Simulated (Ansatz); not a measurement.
# C₃H₉Cl₂GaSi: small, medium and large basis sets

The task here is to estimate one member of a computed series from the others.

Method: one geometry, several basis sets; program: Ansatz 0.2.0, Gaussian basis.

The runs, in order: PBE0-D4/def2-SVP; ωB97M-V/def2-SVP; PBE0-D4/def2-QZVPP; ωB97M-V/def2-QZVPP; the functionals' def2-TZVPP values are taken from earlier runs.

### The relaxed structure

All runs share one geometry, relaxed beforehand with PBE0-D4 in a triple-zeta def2 set.

SMILES `C[Si](C)(C)[Ga]([Cl])[Cl]`, 16 atoms, charge 0, spin multiplicity 1.

Atoms are counted from 1 here; the program's logs count them from 0.

Bond lengths: C1–Si2 1.874 Å, C1–H8 1.092 Å, C1–H9 1.092 Å, C1–H10 1.094 Å, Si2–C3 1.871 Å, Si2–C4 1.874 Å, Si2–Ga5 2.412 Å, C3–H11 1.092 Å, C3–H12 1.094 Å, C3–H13 1.092 Å, C4–H14 1.092 Å, C4–H15 1.095 Å, C4–H16 1.092 Å, Ga5–Cl6 2.159 Å, Ga5–Cl7 2.156 Å. Angles: Si2–C1–H8 111.7°, Si2–C1–H9 111.3°, Si2–C1–H10 109.8°, H8–C1–H9 108.1°, H8–C1–H10 107.8°, H9–C1–H10 108.0°, C1–Si2–C3 111.4°, C1–Si2–C4 110.5°, C1–Si2–Ga5 107.5°, C3–Si2–C4 111.2°, C3–Si2–Ga5 108.6°, C4–Si2–Ga5 107.4°, Si2–C3–H11 111.3°, Si2–C3–H12 110.1°, Si2–C3–H13 111.4°, H11–C3–H12 108.1°, H11–C3–H13 107.8°, H12–C3–H13 108.0° and more.

The first run:

in.yaml

```yaml
crystal:
  periodic: [false, false, false]
  atoms:
    - {symbol: C, position_ang: [0.434363, 0.864981, 1.635305]}
    - {symbol: Si, position_ang: [0.025870, -0.073323, 0.065935]}
    - {symbol: C, position_ang: [1.416902, -1.225749, -0.421294]}
    - {symbol: C, position_ang: [-1.589094, -1.004095, 0.260750]}
    - {symbol: Ga, position_ang: [-0.282516, 1.549157, -1.691389]}
    - {symbol: Cl, position_ang: [-1.685397, 3.183469, -1.549364]}
    - {symbol: Cl, position_ang: [0.769640, 1.562058, -3.573744]}
    - {symbol: H, position_ang: [1.375747, 1.411749, 1.545410]}
    - {symbol: H, position_ang: [-0.351507, 1.581459, 1.884718]}
    - {symbol: H, position_ang: [0.531676, 0.165278, 2.471278]}
    - {symbol: H, position_ang: [1.191699, -1.748063, -1.353748]}
    - {symbol: H, position_ang: [1.574479, -1.976751, 0.358869]}
    - {symbol: H, position_ang: [2.353829, -0.682169, -0.561591]}
    - {symbol: H, position_ang: [-1.849588, -1.555774, -0.645342]}
    - {symbol: H, position_ang: [-1.503013, -1.725854, 1.079110]}
    - {symbol: H, position_ang: [-2.413080, -0.326392, 0.495106]}
basis:
  gaussian: {orbitals: def2-SVP}
hamiltonian: {xc: pbe0, dispersion: d4}
output: {orbitals: {seedname: orbitals}}
```

The run is started by

```console
$ ansatz run in.yaml --threads 2 --pin off --events-out ev --progress --plain --max-ram 22528MiB --backend cpu
```

Steps of the session up to this table: PBE0-D4 in def2-SVP; ωB97M-V in def2-SVP; PBE0-D4 in def2-QZVPP; ωB97M-V in def2-QZVPP.

One table of the session follows, with a row left open; its other results are not shown here.

It belongs to the step «Density functionals: the series». 

```
functional       basis  HOMO (eV)  LUMO (eV)
   PBE0-D4    def2-SVP      -7.59      -1.50
   PBE0-D4  def2-TZVPP      -7.66      -1.66
   PBE0-D4  def2-QZVPP      -7.70      -1.72
   ωB97M-V    def2-SVP      -9.55       0.27
   ωB97M-V  def2-TZVPP      -9.66       0.04
   ωB97M-V  def2-QZVPP          ?          ?
```

Estimate the missing values for ωB97M-V, def2-QZVPP.

The run gave: HOMO (eV): -9.70; LUMO (eV): -0.05. In the column «HOMO (eV)» it is the lowest.
